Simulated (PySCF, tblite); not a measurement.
# C₅H₇FNO₂ radical: geometry, infrared bands and EPR parameters

Aim: predict the infrared bands and EPR parameters of C₅H₇FNO₂ radical (`CO[C]1NC(=O)C[C@H]1F`).

The runs use tblite 0.8.0 and PySCF 2.14.0, with density-fitted response routines of our own; the level of theory stands in each step. All values are computed, except where a source is named. Atoms count from 0, in the outputs and in this text.

**1. The starting structure**

16 atoms, charge 0, multiplicity 2; geometry from: force field or distance geometry start.

Bonds of the start (Å): C0–O1 1.42, O1–C2 1.37, C2–N3 1.35, N3–C4 1.37, C4–O5 1.22, C4–C6 1.50, C6–C7 1.53, C7–F8 1.35, C7–C2 1.49, C0–H9 1.10, C0–H10 1.09, C0–H11 1.10, N3–H12 1.00, C6–H13 1.09, C6–H14 1.09, C7–H15 1.10.

**2. Relaxing the molecule with GFN2-xTB**

The job: settings as JSON, then the geometry in Å.

```
{"job": {"kind": "relax", "xc": "GFN2-xTB", "basis": "xTB"}, "charge": 0, "multiplicity": 2}
C     -2.392700    -0.761200    -0.085700
O     -1.329900    -1.025800    -0.986200
C     -0.160300    -0.374800    -0.676800
N      0.845900    -0.355000    -1.576000
C      1.937400     0.323300    -1.090800
O      2.981800     0.493900    -1.700200
C      1.629600     0.812400     0.297600
C      0.195000     0.369600     0.566800
F     -0.590000     1.459400     0.735200
H     -3.277000    -1.325600    -0.422400
H     -2.166100    -1.088700     0.930300
H     -2.665800     0.301700    -0.097300
H      0.808400    -0.793500    -2.469900
H      1.744000     1.894900     0.352600
H      2.319400     0.334600     0.998500
H      0.112600    -0.256300     1.471000
```

Run with:

```sh
$ OMP_NUM_THREADS=1 python probes_run.py task.json out
```

The driver reads the jobs from task.json and runs them one after another.

**Question.** This job is followed by: GFN2-xTB harmonic vibrations, gas phase; UKS B3LYP, pcH-1 on C F H N O, non-relativistic, mean-field spin-orbit, GIAO. What will the session give for the following? strongest single infrared mode (GFN2-xTB); zero-point energy (GFN2-xTB); g(iso) (B3LYP); ⟨S²⟩; largest a(iso) (averaged by class); potential on the surface of density 0.002 e/bohr³, 1st and 99th percentile.

**Answer**, as computed:

| quantity | value |
| --- | --- |
| strongest single infrared mode (GFN2-xTB) | 1773 cm⁻¹, 802 km/mol |
| zero-point energy (GFN2-xTB) | 73.3 kcal/mol |
| g(iso) (B3LYP) | 2.00290 |
| ⟨S²⟩ | 0.754 (exact 0.75) |
| largest a(iso) (averaged by class) | 19F on F8, 456.7 MHz |
| potential on the surface of density 0.002 e/bohr³, 1st and 99th percentile | -1.88 V and 1.98 V |

What this shows: Relaxing lowered the energy by 0.136 eV in 43 steps; the close pair that moved most is C7–F8, from 1.354 to 1.415 Å. All 42 modes are real, so the xTB geometry is a minimum. The strongest single mode, at 1773 cm⁻¹, moves mainly C4. GFN2-xTB is a fitted tight-binding method: band positions and strengths are rough. Its intensities can rank the bands wrongly. C2 carries the largest spin population, 0.70 e. The isotropic g lies 0.6 ppt above the free-electron value. These values are for one conformer; the search (at its own cheap level) found 2 more, at 1.29, 1.59 kcal/mol, and measured spectra average over such forms.
